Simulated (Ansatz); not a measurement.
I need the interaction energy of a dimer with the counterpoise correction of BFH4Si, SMILES FB[SiH3]. Use the Python package of Ansatz (0.2.0). Use (for the species named): MP2, cc-pVDZ basis, multiplicity 1.

```yaml
atoms:
  - { symbol: F, position_ang: [-1.0196, -1.5379, 1.2651] }
  - { symbol: B, position_ang: [-0.2123, -1.1101, 0.1578] }
  - { symbol: Si, position_ang: [0.1356, 0.7694, -0.1770] }
  - { symbol: H, position_ang: [0.3388, -1.9223, -0.5441] }
  - { symbol: H, position_ang: [1.0627, 0.8879, -1.3426] }
  - { symbol: H, position_ang: [0.8189, 1.3619, 1.0206] }
  - { symbol: H, position_ang: [-1.0629, 1.4830, -0.4255] }
```

Script `dimer_bfh4si.py`:
```python
import ansatz as az

FIRST = [
    ("F", (-1.0283, -1.5282, 1.2716)),
    ("B", (-0.221, -1.1004, 0.1643)),
    ("Si", (0.1269, 0.7791, -0.1705)),
    ("H", (0.3301, -1.9126, -0.5376)),
    ("H", (1.054, 0.8976, -1.3361)),
    ("H", (0.8102, 1.3716, 1.0271)),
    ("H", (-1.0716, 1.4927, -0.419)),
]
SECOND = [
    ("F", (5.4827, -2.2195, -2.9393)),
    ("B", (4.123, -1.9692, -2.5527)),
    ("Si", (3.0921, -3.282, -1.563)),
    ("H", (3.6171, -0.8945, -2.7654)),
    ("H", (1.7524, -2.7024, -1.2444)),
    ("H", (3.7895, -3.5768, -0.2673)),
    ("H", (2.947, -4.4867, -2.2944)),
]

def energy(atoms, ghosts=()):
    molecule = az.Crystal.molecule()
    for symbol, xyz in atoms:
        molecule = molecule.atom(symbol, xyz)
    calc = (
        molecule.calculation()
        .basis(gaussian="cc-pVDZ")
        .correlation("MP2")
    )
    deck = calc.input()
    if ghosts:
        deck = deck.set(az.key.basis.gaussian.ghost_atoms, [{"symbol": s, "position_ang": list(xyz)} for s, xyz in ghosts])
    return az.Session.from_dict(deck).plan().execute().report["free_energy_ev"]

both = energy(FIRST + SECOND)
alone = energy(FIRST) + energy(SECOND)
ghosted = energy(FIRST, SECOND) + energy(SECOND, FIRST)
print(f"dimer {both:.6f} eV")
print(f"interaction, uncorrected   {23.060548 * (both - alone):8.3f} kcal/mol")
print(f"interaction, counterpoise  {23.060548 * (both - ghosted):8.3f} kcal/mol")
print(f"basis-set superposition    {23.060548 * (alone - ghosted):8.3f} kcal/mol")
```

```console
$ python dimer_bfh4si.py
dimer -22627.313125 eV
interaction, uncorrected      2.564 kcal/mol
interaction, counterpoise     3.058 kcal/mol
basis-set superposition       0.493 kcal/mol
```

Uncorrected it is 2.564 kcal/mol, with the counterpoise correction 3.058 kcal/mol; the difference, 0.49 kcal/mol, is the superposition error. In this basis both values are repulsive.

Caveats:
- Total energies depend on the basis set; only differences at equal settings carry meaning.
- The dimer is a generated trial pose of unrelaxed monomers, not a minimum, so the figure is no binding energy, and the basis set is small.
- The whole script took 17 s on 1 thread of Arm Neoverse N1, with other jobs on the host, peak memory 0.31 GiB.
